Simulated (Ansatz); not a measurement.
Run this with Ansatz 0.2.0 through its Python package and show what comes out.

The script, `in3sb.py`:
```python
# -*- coding: utf-8 -*-
"""Enthalpies of two structures of In3Sb under pressure."""

import warnings

import ansatz as az
import numpy as np
from tabulate import tabulate


def cu3au(A, B, a):
    return (
        az.Lattice.cubic(a)
        .space_group(221)
        .atom(A, [0, 0, 0])
        .atom(B, [0, 0.5, 0.5])
    )


def fe3al(first, second, a):
    return (
        az.Lattice.fcc(a)
        .space_group(225)
        .atom(first, [0, 0, 0])
        .atom(second, [0.5, 0.5, 0.5])
        .atom(second, [0.25, 0.25, 0.25])
        .primitive()
    )


def solve(name, crystal, pressure=0.0):
    calc = crystal.calculation()
    calc = calc.functional("pbesol").scf(tolerance=1e-09)
    calc = calc.basis(500).kpoints(spacing=0.3)
    calc = calc.occupations("gaussian", width=0.01)
    calc = calc.relax(force_tolerance=0.03, max_steps=40, cell=True, pressure=pressure)
    return calc.run()


def volume_per_atom(outcome):
    return abs(np.linalg.det(outcome.lattice.cell_ang)) / len(outcome.lattice.sites)


def main():
    warnings.simplefilter("ignore", az.DeckWarning)

    phases = {}
    phases["Cu3Au"] = cu3au("Sb", "In", 4.84)
    phases["Fe3Al"] = fe3al("Sb", "In", 7.68)

    # H = E + PV, with 1 eV per cubic angstrom equal to 160.2 GPa
    pressures = [0, 10, 20, 30]
    enthalpy, volume = {name: [] for name in phases}, {name: [] for name in phases}
    for p in pressures:
        for name, crystal in phases.items():
            o = solve(name, crystal, pressure=p)
            volume[name].append(volume_per_atom(o))
            enthalpy[name].append(o.report["energy_sigma0_ev"] / len(o.lattice.sites) + p * volume[name][-1] / 160.21766)
    gap = np.array(enthalpy["Fe3Al"]) - np.array(enthalpy["Cu3Au"])
    rows = [(p, va, vb, 1000 * d) for p, va, vb, d in zip(pressures, volume["Cu3Au"], volume["Fe3Al"], gap)]
    print(tabulate(rows, headers=["P (GPa)", "V Cu3Au (A^3/atom)", "V Fe3Al (A^3/atom)", "H(Fe3Al) - H(Cu3Au) (meV/atom)"], floatfmt=".4f", tablefmt="psql"))
    crossings = [p0 - g0 * (p1 - p0) / (g1 - g0) for p0, p1, g0, g1 in zip(pressures, pressures[1:], gap, gap[1:]) if g0 * g1 < 0]
    print("crossing near", [round(float(p), 1) for p in crossings], "GPa") if crossings else print("no crossing in this range")


if __name__ == "__main__":
    main()
```

```console
$ python in3sb.py
+-----------+----------------------+----------------------+----------------------------------+
|   P (GPa) |   V Cu3Au (A^3/atom) |   V Fe3Al (A^3/atom) |   H(Fe3Al) - H(Cu3Au) (meV/atom) |
|-----------+----------------------+----------------------+----------------------------------|
|         0 |              26.9102 |              25.9196 |                         -70.1300 |
|        10 |              22.7717 |              22.5911 |                         -93.0279 |
|        20 |              20.6521 |              20.7488 |                         -96.9970 |
|        30 |              19.3750 |              19.4342 |                         -93.7425 |
+-----------+----------------------+----------------------+----------------------------------+
no crossing in this range
```

Caveats:
- Total energies depend on the potentials; only differences at equal settings carry meaning.
- At a fixed pressure a relaxation lowers the enthalpy F + PV, while F alone can rise.
- The program warned that this SCF threshold is loose for forces or stresses.
- The meshes are coarse for the metals among these phases, whose energies can be off by up to 40 meV an atom.
- Only these two structures are compared, at zero temperature and with their symmetry kept; either may be hypothetical, and another phase may be lower than both. Differences under about 40 meV an atom lie within the error of mesh and functional.
- The cells are prototypes set up for this calculation and needn't exist.
- The script silences the warnings on its input, which a real study should read.
- Hardware and time: 110 s on 1 thread of Arm Neoverse V2 (shared host), peak memory 0.5 GiB.
